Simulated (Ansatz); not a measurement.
This script drives the Ansatz DFT code, driven from Python.

The script, `bend_ch4albrs.py`:
```python
import warnings

import ansatz as az
from ase import Atoms

BASIS = 'def2-SVP'
FUNCTIONAL = 'pbe0'
FORCE_TOL = 0.02
METHOD = 'mp2'

warnings.simplefilter('ignore', az.DeckWarning)

atoms = Atoms(['C', 'Al', 'S', 'Br', 'H', 'H', 'H', 'H'], positions=[
    (-0.0919, 1.257, -0.1495),
    (-0.389, -0.67, -0.0036),
    (0.782, -1.8349, 1.5096),
    (-1.8485, -1.7787, -1.4232),
    (-0.8035, 1.6866, -0.9756),
    (-0.3951, 1.8, 0.8034),
    (0.9427, 1.5246, -0.4146),
    (1.8955, -2.0418, 0.5978),
])

first = (
    az.Crystal.molecule_from_ase(atoms).calculation()
    .basis(gaussian=BASIS)
    .functional(FUNCTIONAL)
    .relax(force_tolerance=FORCE_TOL, max_steps=80)
)
atoms.positions = first.run(threads=1).report['positions_ang']

rows = []
for angle in [85, 95, 105, 115, 125, 140, 160]:
    bent = atoms.copy()
    bent.set_angle(1, 2, 7, angle, indices=[7])
    job = az.Crystal.molecule_from_ase(bent).calculation().basis(gaussian=BASIS).correlation(METHOD)
    rows.append((angle, job.run(threads=1).report['free_energy_ev']))
floor = min(e for _, e in rows)
for angle, e in rows:
    print(f'angle Al1-S2-H7 = {angle:3d} deg   {1000 * (e - floor):9.1f} meV')
```

It is started by `python bend_ch4albrs.py`. How long does it take on 1 thread of Arm Neoverse V2, on a shared host, and how much memory does it need?

It took about 41 s, with a peak of 0.31 GiB, for 8 runs of the engine.

```console
$ python bend_ch4albrs.py
angle Al1-S2-H7 =  85 deg         0.0 meV
angle Al1-S2-H7 =  95 deg         1.5 meV
angle Al1-S2-H7 = 105 deg        64.7 meV
angle Al1-S2-H7 = 115 deg       186.8 meV
angle Al1-S2-H7 = 125 deg       358.8 meV
angle Al1-S2-H7 = 140 deg       672.7 meV
angle Al1-S2-H7 = 160 deg      1063.8 meV
```

Caveats:
- These settings explore the input space; basis and method may be short of convergence.
- The scan is rigid, and the energies are electronic, in a modest basis. The zero is the lowest point of the grid, which needn't be the minimum.
- The start is relaxed with a density functional and scanned with the wavefunction method, so it isn't exactly that method's minimum.
